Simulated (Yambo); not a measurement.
Pb, 1 atom in the cell. The structure is cubic, space group Fm-3m (No. 225). The conventional cell has a = 4.950 Å, b = 4.950 Å, c = 4.950 Å, α = 90.00°, β = 90.00°, γ = 90.00°. Pb (site symmetry m-3m) is surrounded by 12 Pb at 3.50 Å. 

| Item | Value |
| --- | --- |
| Program | Yambo 5.3.0 |
| Task | energy-loss spectrum |
| Functional | PBE |
| Potentials or basis | PseudoDojo 0.4.1 SR PBE standard |
| Cutoff | 762 eV |
| Density cutoff | 3048 eV |
| k mesh | 20 × 20 × 20 |
| Occupations | fermi-dirac, width 0.05 eV |
| Spin | no spin polarisation |
| k mesh of the self-consistent run | 20 × 20 × 20 |
| Broadening | 0.2 eV |
| Kernel | Hartree (RPA with local fields) |
| Top of the energy range | 40 eV |
| Energy points | 200 |
| Correction of the levels | none |
| Bands in the response | 37 |
| Cutoff of the response matrix | 2 Ry |

Potentials or basis: PseudoDojo 0.4.1 SR PBE standard.

Launch:

```console
$ OMP_NUM_THREADS=1 pw.x -in scf.in > scf.out
$ OMP_NUM_THREADS=1 pw.x -in nscf.in > nscf.out
$ cd tmp/pwscf.save; p2y; mv SAVE ../..; cd ../..
$ OMP_NUM_THREADS=1 yambo
$ OMP_NUM_THREADS=1 yambo -F eels7.in -J eels7 -C eels7_out
```

Hardware: 1 thread of Arm Neoverse V1 (shared host).

Task: Estimate the wall time of this run.

Result: It took 5.5 min on 1 thread of Arm Neoverse V1, on a shared host.
